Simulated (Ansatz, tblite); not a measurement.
# S-phenylthianthrenium bistriflimide (C₂₀H₁₃F₆NO₄S₄): one state, many levels

An exercise on one series of results from a longer session: the logs are not shown, and one member is left open.

Method: as each input shows; program: Ansatz 0.2.0, Gaussian basis.

Plan: GFN1-xTB, GFN2-xTB, PBE-D4/def2-SVP, r2SCAN-D4/def2-SVP, ωB97M-V/def2-SVP, LC-ωPBE/def2-SVP, revPBE-D4/def2-SVP, r2SCAN-D4/def2-mTZVP, HF/STO-3G, HF/6-31G, B3LYP-D4/6-31G, MP2/def2-SVP, RPA/def2-SVP.

### The geometry

The geometry is that of the singlet, from an earlier relaxation (PBE-D4/def2-SVP).

SMILES `O=S(=O)([N-]S(=O)(=O)C(F)(F)F)C(F)(F)F.c1ccc([S+]2c3ccccc3Sc3ccccc32)cc1`, 48 atoms, charge 0, spin multiplicity 1.

Bond lengths: O1–S2 1.482 Å, S2–O3 1.474 Å, S2–N4 1.651 Å, S2–C12 1.920 Å, N4–S5 1.636 Å, S5–O6 1.477 Å, S5–O7 1.485 Å, S5–C8 1.903 Å, C8–F9 1.353 Å, C8–F10 1.330 Å, C8–F11 1.341 Å, C12–F13 1.343 Å, C12–F14 1.330 Å, C12–F15 1.343 Å, C16–C17 1.407 Å, C16–C35 1.402 Å, C16–H36 1.100 Å, C17–C18 1.400 Å and more. Angles: O1–S2–O3 121.1°, O1–S2–N4 105.1°, O1–S2–C12 103.3°, O3–S2–N4 114.3°, O3–S2–C12 105.1°, N4–S2–C12 106.7°, S2–N4–S5 121.3°, N4–S5–O6 114.6°, N4–S5–O7 106.6°, N4–S5–C8 105.9°, O6–S5–O7 120.4°, O6–S5–C8 104.3°, O7–S5–C8 103.4°, S5–C8–F9 110.9°, S5–C8–F10 111.0°, S5–C8–F11 108.4°, F9–C8–F10 108.9°, F9–C8–F11 108.2° and more.

PBE0-D4/def2-SVP was run before; its log isn't repeated, and its numbers join the tables.

Set-up of the first run:

Tight binding, by tblite at 300 K electronic temperature and without a spin-polarisation term:

```python
tblite.interface.Calculator('GFN1-xTB', numbers, positions, charge=0, uhf=0).singlepoint()
```

Tight binding, by tblite at 300 K electronic temperature and without a spin-polarisation term:

```python
tblite.interface.Calculator('GFN2-xTB', numbers, positions, charge=0, uhf=0).singlepoint()
```

start.molden holds the orbitals of an earlier run on this state, given as this run's starting guess.

File in.yaml:

```yaml
crystal:
  periodic: [false, false, false]
  atoms:
    - {symbol: O, position_ang: [1.617077, -2.426851, -0.927920]}
    - {symbol: S, position_ang: [0.277810, -2.942355, -1.298240]}
    - {symbol: O, position_ang: [-0.057853, -4.369453, -1.141441]}
    - {symbol: N, position_ang: [-0.794367, -1.910289, -0.582673]}
    - {symbol: S, position_ang: [-2.403813, -2.034839, -0.850921]}
    - {symbol: O, position_ang: [-2.768447, -2.508772, -2.201886]}
    - {symbol: O, position_ang: [-3.022536, -0.805799, -0.292137]}
    - {symbol: C, position_ang: [-3.021398, -3.409279, 0.311882]}
    - {symbol: F, position_ang: [-2.407440, -3.335594, 1.515086]}
    - {symbol: F, position_ang: [-2.799933, -4.611198, -0.211845]}
    - {symbol: F, position_ang: [-4.338135, -3.241523, 0.502466]}
    - {symbol: C, position_ang: [0.185135, -2.612440, -3.186933]}
    - {symbol: F, position_ang: [1.435955, -2.696794, -3.669665]}
    - {symbol: F, position_ang: [-0.578067, -3.517551, -3.792517]}
    - {symbol: F, position_ang: [-0.284593, -1.380128, -3.442780]}
    - {symbol: C, position_ang: [-2.877185, 1.067550, 3.000902]}
    - {symbol: C, position_ang: [-2.218780, 2.082478, 2.283178]}
    - {symbol: C, position_ang: [-1.083311, 1.783955, 1.520329]}
    - {symbol: C, position_ang: [-0.629338, 0.454247, 1.494519]}
    - {symbol: S, position_ang: [0.793656, -0.057822, 0.537799]}
    - {symbol: C, position_ang: [2.091175, 1.023651, 1.219984]}
    - {symbol: C, position_ang: [2.033543, 1.520793, 2.530845]}
    - {symbol: C, position_ang: [3.154457, 2.169378, 3.068170]}
    - {symbol: C, position_ang: [4.318356, 2.320533, 2.296997]}
    - {symbol: C, position_ang: [4.364119, 1.840556, 0.982023]}
    - {symbol: C, position_ang: [3.250013, 1.176662, 0.431773]}
    - {symbol: S, position_ang: [3.361830, 0.526258, -1.217292]}
    - {symbol: C, position_ang: [1.741200, 0.921267, -1.832958]}
    - {symbol: C, position_ang: [1.614062, 1.425273, -3.141436]}
    - {symbol: C, position_ang: [0.347030, 1.725592, -3.655732]}
    - {symbol: C, position_ang: [-0.802423, 1.539125, -2.871691]}
    - {symbol: C, position_ang: [-0.698732, 1.030674, -1.570742]}
    - {symbol: C, position_ang: [0.574851, 0.729946, -1.071857]}
    - {symbol: C, position_ang: [-1.269803, -0.569307, 2.204273]}
    - {symbol: C, position_ang: [-2.403559, -0.251623, 2.964448]}
    - {symbol: H, position_ang: [-3.777334, 1.310425, 3.585046]}
    - {symbol: H, position_ang: [-2.597703, 3.114971, 2.310989]}
    - {symbol: H, position_ang: [-0.562200, 2.567797, 0.952391]}
    - {symbol: H, position_ang: [1.125049, 1.385803, 3.134173]}
    - {symbol: H, position_ang: [3.116275, 2.552252, 4.098132]}
    - {symbol: H, position_ang: [5.197085, 2.830749, 2.718108]}
    - {symbol: H, position_ang: [5.261736, 1.983244, 0.362228]}
    - {symbol: H, position_ang: [2.520302, 1.587996, -3.742816]}
    - {symbol: H, position_ang: [0.258348, 2.112020, -4.681878]}
    - {symbol: H, position_ang: [-1.799085, 1.754251, -3.283185]}
    - {symbol: H, position_ang: [-1.600585, 0.798469, -0.984151]}
    - {symbol: H, position_ang: [-0.911970, -1.603414, 2.121991]}
    - {symbol: H, position_ang: [-2.930441, -1.050914, 3.504947]}
basis:
  gaussian: {orbitals: def2-SVP, fitting: {mean_field: def2-universal-jkfit}, initial_orbitals: start.molden}
hamiltonian: {xc: pbe, dispersion: d4}
scf: {omitted_lower_state_checks: [starts]}
output: {orbitals: {seedname: orbitals}}
```

Command:

```
$ ansatz run in.yaml --threads 2 --pin off --events-out ev --progress --plain --max-ram 32768MiB --backend cuda --devices 0, --max-vram 18GiB
```

Among the steps run: PBE-D4/def2-SVP; r2SCAN-D4/def2-SVP; ωB97M-V/def2-SVP; LC-ωPBE/def2-SVP; revPBE-D4/def2-SVP; r2SCAN-D4/def2-mTZVP; HF/STO-3G; HF/6-31G; B3LYP-D4/6-31G; MP2/def2-SVP; RPA/def2-SVP.

One of the session's tables, all rows but one given; the rest of the session is left out.

It belongs to the step «Binding energy». 

```
               level  binding an atom (eV)
           HF/STO-3G                     ?
            HF/6-31G                 2.507
         HF/def2-SVP                 3.194
     PBE-D4/def2-SVP                 5.072
  revPBE-D4/def2-SVP                 4.918
  r2SCAN-D4/def2-SVP                 4.843
r2SCAN-D4/def2-mTZVP                 4.729
      B3LYP-D4/6-31G                 4.241
    PBE0-D4/def2-SVP                 4.878
    LC-ωPBE/def2-SVP                 4.779
    ωB97M-V/def2-SVP                 4.837
        MP2/def2-SVP                 4.646
```

Estimate the missing values for HF/STO-3G.

**Answer.** binding an atom (eV): 3.066. In the column «binding an atom (eV)» it lies between HF/6-31G (2.507) and HF/def2-SVP (3.194).

Limits of these values: Free atoms were run apart at each level; binding is atoms less cluster, divided by the number of atoms, without zero-point or spin-orbit terms.
